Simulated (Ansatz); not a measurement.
# CH₄B₂FN: how energies converge with the basis set

The task here is to estimate one member of a computed series from the others.

The runs use Ansatz 0.2.0, Gaussian basis; one geometry, several basis sets.

The runs, in order: PBE0-D4/def2-SVP; ωB97M-V/def2-SVP; PBE0-D4/def2-QZVPP; ωB97M-V/def2-QZVPP; the functionals' def2-TZVPP values are taken from earlier runs.

### The relaxed structure

An earlier PBE0-D4 in a triple-zeta def2 set relaxation fixed the geometry.

SMILES `B/C=N\BF`, 9 atoms, charge 0, spin multiplicity 1.

Atoms are counted from 1 here; the program's logs count them from 0.

Bond lengths: B1–C2 1.535 Å, B1–H6 1.195 Å, B1–H7 1.192 Å, C2–N3 1.255 Å, C2–H8 1.089 Å, N3–B4 1.399 Å, B4–F5 1.330 Å, B4–H9 1.194 Å. Angles: C2–B1–H6 117.6°, C2–B1–H7 119.2°, H6–B1–H7 123.1°, B1–C2–N3 89.5°, B1–C2–H8 146.6°, N3–C2–H8 123.9°, C2–N3–B4 154.3°, N3–B4–F5 119.9°, N3–B4–H9 119.6°, F5–B4–H9 120.3°.

The first run:

The input, in.yaml:

```yaml
crystal:
  periodic: [false, false, false]
  atoms:
    - {symbol: B, position_ang: [0.430739, -0.020607, -1.215643]}
    - {symbol: C, position_ang: [0.300933, -1.251357, -0.307345]}
    - {symbol: N, position_ang: [-0.081890, -0.506650, 0.627906]}
    - {symbol: B, position_ang: [-0.519267, 0.702877, 1.178467]}
    - {symbol: F, position_ang: [0.308425, 1.427832, 1.925711]}
    - {symbol: H, position_ang: [-0.535499, 0.315674, -1.832193]}
    - {symbol: H, position_ang: [1.454516, 0.590229, -1.224445]}
    - {symbol: H, position_ang: [0.391855, -2.333480, -0.223849]}
    - {symbol: H, position_ang: [-1.661413, 1.029081, 1.054390]}
basis:
  gaussian: {orbitals: def2-SVP}
hamiltonian: {xc: pbe0, dispersion: d4}
output: {orbitals: {seedname: orbitals}}
```

The run is started by

```
ansatz run in.yaml --threads 2 --pin off --events-out ev --progress --plain --max-ram 4352MiB
```

Steps of the session up to this table: PBE0-D4 in def2-SVP; ωB97M-V in def2-SVP; PBE0-D4 in def2-QZVPP; ωB97M-V in def2-QZVPP.

One of the session's tables, all rows but one given; the rest of the session is left out.

It belongs to the step «Density functionals: the series». 

```
functional       basis  HOMO (eV)
   PBE0-D4    def2-SVP          ?
   PBE0-D4  def2-TZVPP      -8.07
   PBE0-D4  def2-QZVPP      -8.08
   ωB97M-V    def2-SVP     -10.23
   ωB97M-V  def2-TZVPP     -10.28
   ωB97M-V  def2-QZVPP     -10.29
```

**Question.** Estimate the row for PBE0-D4, def2-SVP.

As computed: HOMO (eV): -8.04. In the column «HOMO (eV)» it is the highest.
